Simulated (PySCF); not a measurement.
# C5H12N2Si: magnetic properties

Computed with PySCF 2.14.0 and routines of our own; the level stands in each step. Atoms count from 0.

## 1. The starting structure

20 atoms, charge 0, multiplicity 1; geometry from: GFN2-xTB.

## 2. Magnetic properties: GIAO CAM-B3LYP/pcSseg-1

Job settings and geometry (Å):

```
{"job": {"kind": "mag", "xc": "CAM-B3LYP", "basis": "pcSseg-1", "isotopologues": 2}, "charge": 0, "multiplicity": 1}
C     -3.174688    -1.158243    -0.161356
C     -1.905629    -1.125654     0.197415
C     -1.265807    -0.000685     0.951677
N     -0.129518     0.544424     0.223380
Si    -0.352368     1.651031    -1.102465
N      1.017733    -0.062116     0.583653
C      2.108861     0.117789    -0.026727
C      3.346171    -0.556096     0.456422
H     -3.592766    -1.983814    -0.712364
H     -3.855140    -0.362732     0.095941
H     -1.231450    -1.928494    -0.069618
H     -1.990455     0.793600     1.139380
H     -0.882976    -0.371227     1.907996
H      0.577246     2.768615    -0.921719
H     -1.736051     2.089306    -0.977409
H     -0.125356     1.003587    -2.399055
H      2.205537     0.759531    -0.908429
H      4.098341     0.185091     0.726591
H      3.764585    -1.184161    -0.329801
H      3.118582    -1.169074     1.323452
```

With the program's defaults for keys left out, this is: GIAO CAM-B3LYP/pcSseg-1 magnetisability, rotational g tensor and spin-rotation constants, non-relativistic, gas phase.

On the command line:

```bash
> OMP_NUM_THREADS=1 python excited_run.py task.json out
```

One launch serves the whole session: the jobs run in the order shown.

**Question.** How long does this first job take on 1 thread of Intel Xeon Platinum 8375C at 2.90GHz, shared host, and how much memory does it need?

About 92 s, with a peak of 1.1 GiB.
